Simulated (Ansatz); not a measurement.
# CH₃B₂Br: up Jacob's ladder to CCSD(T)

How much do the methods differ for CH₃B₂Br? The plan is to run it at one geometry with functionals of several rungs and with coupled cluster. The yardstick is the atomisation energy at the CCSD(T) limit.

Method: functionals in def2-TZVPP, the program's frozen cores in correlated methods; program: Ansatz 0.2.0, Gaussian basis.

Plan: LDA (SPW92), PBE-D4, revPBE-D4, BLYP-D4, r2SCAN-D4, B97M-V, PBE0-D4, B3LYP-D4, r2SCANh-D4, r2SCAN0-D4, HSE06-D4, BHLYP-D4, CAM-B3LYP-D4, LC-ωPBE, ωB97X-V, ωB97M-V, B2PLYP, PBE-QIDH; CCSD(T)/def2-SVP; CCSD(T)/def2-TZVPP; MP2/def2-QZVPP; extrapolation to the limit; RPA on PBE.

1 further run of the same task is left out (it didn't finish).

### Step 1. The geometry

An earlier PBE0-D4 in a triple-zeta def2 set relaxation fixed the geometry.

SMILES `BrC1BB1`, 7 atoms, charge 0, spin multiplicity 1.

Atoms are counted from 1 here; the program's logs count them from 0.

Bond lengths: Br1–C2 1.896 Å, C2–B3 1.445 Å, C2–B4 1.604 Å, C2–H5 1.154 Å, B3–B4 1.560 Å, B3–H6 1.178 Å, B4–H7 1.187 Å. Angles: Br1–C2–B3 141.4°, Br1–C2–B4 157.3°, Br1–C2–H5 98.5°, B3–C2–B4 61.3°, B3–C2–H5 120.1°, B4–C2–H5 58.8°, C2–B3–B4 64.4°, C2–B3–H6 140.1°, B4–B3–H6 155.5°, C2–B4–B3 54.3°, C2–B4–H7 136.6°, B3–B4–H7 169.1°.

### Step 2. LDA

This LDA is Slater exchange with PW92 correlation.

Input file in.yaml:

```yaml
crystal:
  periodic: [false, false, false]
  atoms:
    - {symbol: Br, position_ang: [-2.218855, -1.008082, -0.537709]}
    - {symbol: C, position_ang: [-0.548366, -0.233603, -0.085796]}
    - {symbol: B, position_ang: [0.110801, 0.489673, 0.976779]}
    - {symbol: B, position_ang: [0.987182, 0.189556, -0.278502]}
    - {symbol: H, position_ang: [0.027711, -0.495603, -1.050379]}
    - {symbol: H, position_ang: [-0.112863, 0.921708, 2.050159]}
    - {symbol: H, position_ang: [1.815688, 0.068452, -1.120253]}
basis:
  gaussian: {orbitals: def2-TZVPP}
hamiltonian: {xc: lda}
output: {orbitals: {seedname: orbitals}}
```

Further steps of the session: PBE-D4 (GGA); revPBE-D4 (GGA); BLYP-D4 (GGA); r2SCAN-D4 (meta-GGA); B97M-V (meta-GGA); PBE0-D4 (hybrid); B3LYP-D4 (hybrid); r2SCANh-D4 (hybrid); r2SCAN0-D4 (hybrid); HSE06-D4 (hybrid); BHLYP-D4 (hybrid); CAM-B3LYP-D4 (range-separated); LC-ωPBE (range-separated); ωB97X-V (range-separated); ωB97M-V (range-separated); B2PLYP (double hybrid); PBE-QIDH (double hybrid); CCSD(T) in def2-SVP; CCSD(T) in def2-TZVPP; MP2 in def2-QZVPP; RPA on PBE orbitals.

Before running them: what should the planned runs give, taken together? Wanted: atomisation energy, CCSD(T)/CBS; farthest beyond LDA; mean size of error, GGA; mean size of error, meta-GGA; mean size of error, hybrid; mean size of error, range-separated; mean size of error, double hybrid; gap, smallest and largest; T1 diagnostic.

As calculated:

| quantity | value |
| --- | --- |
| atomisation energy, CCSD(T)/CBS | 2377.0 kJ/mol |
| functionals within 23.8 kJ/mol (1.0 %) | BLYP-D4, B3LYP-D4, CAM-B3LYP-D4, LC-ωPBE, ωB97X-V, B2PLYP |
| farthest beyond LDA | PBE-D4 (+123.0 kJ/mol) |
| mean size of error, GGA | 65.1 kJ/mol |
| mean size of error, meta-GGA | 66.1 kJ/mol |
| mean size of error, hybrid | 51.2 kJ/mol |
| mean size of error, range-separated | 21.9 kJ/mol |
| mean size of error, double hybrid | 20.0 kJ/mol |
| gap, smallest and largest | 4.53 eV (LDA (SPW92)), 11.62 eV (LC-ωPBE) |
| T1 diagnostic | 0.0112 |
| triples share of the correlation energy | 4.5 % |

The LDA atomisation energy is off by 433.6 kJ/mol (18 %): it overbinds. PBE-D4 is off by +123.0 kJ/mol. Double hybrids carry the basis error of their MP2 part in triple zeta, and no dispersion term here, so their miss is partly the set-up's. The rungs double hybrid, range-separated miss on average by less than the doubt on the reference (23.8 kJ/mol), so they tie. Misses under about 23.8 kJ/mol are within the doubt on the reference itself, which lacks core-valence correlation, relativity and higher excitations, and its outer-core shells are covered unevenly. All levels share the lack of spin-orbit coupling, which lowers the free heavy atoms and so the true binding. Hartree-Fock recovers 73 % of the binding; the rest is correlation. CCSD(T) in def2-SVP is off by -116.9 kJ/mol, so the small basis spoils what the method gains. The gap grows from 4.5 to 11.6 eV across the functionals, mostly with the share of exact exchange. Correlated methods include outer-core shells of Br, which these sets cover unevenly.
